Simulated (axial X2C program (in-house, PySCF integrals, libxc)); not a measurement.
**IrB⁺: bond curves with and without spin–orbit coupling**

Aim: find the lowest determinant of IrB⁺, scan the bond at several levels and fit the constants, once spin-free and once with spin–orbit coupling.

Computed with an in-house X2C program for linear molecules on PySCF integrals. Level: all-electron X2C, Ir dyall-cv3z, B dyall-v3z.

All values are calculated.

**1. Set-up**

File task.json:

```json
{"zs": [77, 5], "q": 1, "bas": ["dyall-cv3z", "dyall-v3z"], "levels": ["PBE0", "HF", "PW91"], "cc": true, "r0": 2.07, "thr": -2.0, "nmax": 90, "npts": 10, "nst": 2, "ntry": 6}
```

Keys: zs atomic numbers; q charge; bas basis sets; levels methods (HF also brings MP2); cc coupled cluster on or off; r0 starting distance in Å; thr threshold in hartree for freezing inner shells (an s shell follows its p shell); nmax most natural virtual spinors; npts points asked for on the curve; nst determinants followed; ntry starts of the search.

Launch:

```
$ python so2c.py task.json out
```

Spin-free means the one-electron spin-free X2C Hamiltonian; two-component (2c) means X2C with spin–orbit coupling and atomic mean-field two-electron Coulomb and Gaunt terms. Basis: Ir dyall-cv3z contracted to [13s14p9d6f4g], B dyall-v3z contracted to [7s6p2d1f]; Gaussian nuclei, density fitting. Masses: Ir 192.963 u, B 11.009 u.

Notation: σ, π±, δ± give the projection m of an orbital's angular momentum (0, ±1, ±2), α and β its spin, Λ and M_S the sums; ω is the projection of a spinor's total angular momentum and Ω the sum. Logs are in hartree.

Further steps of the session: PBE0, spin-free; HF, spin-free; PW91, spin-free; Correlated methods, spin-free; A higher determinant, spin-free; PBE0, 2c; HF, 2c; PW91, 2c; Correlated methods, 2c; A higher determinant, 2c.

Q: Predict the outcome of this session. Wanted: for each run, Hamiltonian; Re; ωe; De; μ.

The runs gave:

Lowest determinant found, spin-free: M_S = 3/2, Λ = 2 (beyond closed shells: 2 × σα, δ+α, δ+β, δ-α).

Lowest determinant found, 2c: Ω = 7/2 (unpaired: 2 × ω = 1/2, ω = 5/2).

```json
{"Hamiltonian": "spin-free", "level": "PBE0", "Re (Å)": "1.835", "ωe (cm⁻¹)": "827", "De (eV)": "5.06", "μ (D)": "1.46"}
{"Hamiltonian": "spin-free", "level": "HF", "Re (Å)": "1.927", "ωe (cm⁻¹)": "644", "De (eV)": "2.24", "μ (D)": "1.46"}
{"Hamiltonian": "spin-free", "level": "MP2", "Re (Å)": "1.803", "ωe (cm⁻¹)": "892", "De (eV)": "4.67", "μ (D)": "n/a"}
{"Hamiltonian": "spin-free", "level": "CCSD", "Re (Å)": "1.846", "ωe (cm⁻¹)": "805", "De (eV)": "3.95", "μ (D)": "n/a"}
{"Hamiltonian": "spin-free", "level": "CCSD(T)", "Re (Å)": "1.844", "ωe (cm⁻¹)": "823", "De (eV)": "4.16", "μ (D)": "n/a"}
{"Hamiltonian": "spin-free", "level": "PW91", "Re (Å)": "1.833", "ωe (cm⁻¹)": "842", "De (eV)": "5.51", "μ (D)": "1.59"}
{"Hamiltonian": "2c", "level": "PBE0", "Re (Å)": "1.839", "ωe (cm⁻¹)": "816", "De (eV)": "4.95", "μ (D)": "1.43"}
{"Hamiltonian": "2c", "level": "HF", "Re (Å)": "1.930", "ωe (cm⁻¹)": "640", "De (eV)": "2.05", "μ (D)": "1.40"}
{"Hamiltonian": "2c", "level": "MP2", "Re (Å)": "1.808", "ωe (cm⁻¹)": "876", "De (eV)": "4.43", "μ (D)": "n/a"}
{"Hamiltonian": "2c", "level": "CCSD", "Re (Å)": "1.851", "ωe (cm⁻¹)": "792", "De (eV)": "3.70", "μ (D)": "n/a"}
{"Hamiltonian": "2c", "level": "CCSD(T)", "Re (Å)": "1.849", "ωe (cm⁻¹)": "809", "De (eV)": "3.89", "μ (D)": "n/a"}
{"Hamiltonian": "2c", "level": "PW91", "Re (Å)": "1.838", "ωe (cm⁻¹)": "831", "De (eV)": "5.38", "μ (D)": "1.56"}
```

Dipoles are positive if B is the positive end and refer to the centre of mass.

In words: At CCSD(T), going from spin-free to two-component changes Re by +5 mÅ, ωe by -1.8 % and De by -0.26 eV; at least one of these shifts is too large to ignore. The bond energy falls because the coupling lowers the separated atoms more than the molecule.

De refers to Ir + B+; at HF to Ir+ + B. Each curve is one determinant whose occupation by symmetry is held fixed; it was picked as the lowest of a PBE0 search that is not exhaustive. Dissociation energies refer to the lowest single-determinant-based atoms at the same level and basis. Density functionals use the spin component along the axis (collinear). CCSD and (T) use frozen natural virtuals with an MP2 correction for the truncation. With several unpaired electrons one determinant need not be a pure state. At some level an empty orbital lies below a filled one. T1 reaches 0.040, well above the customary mark of 0.02.
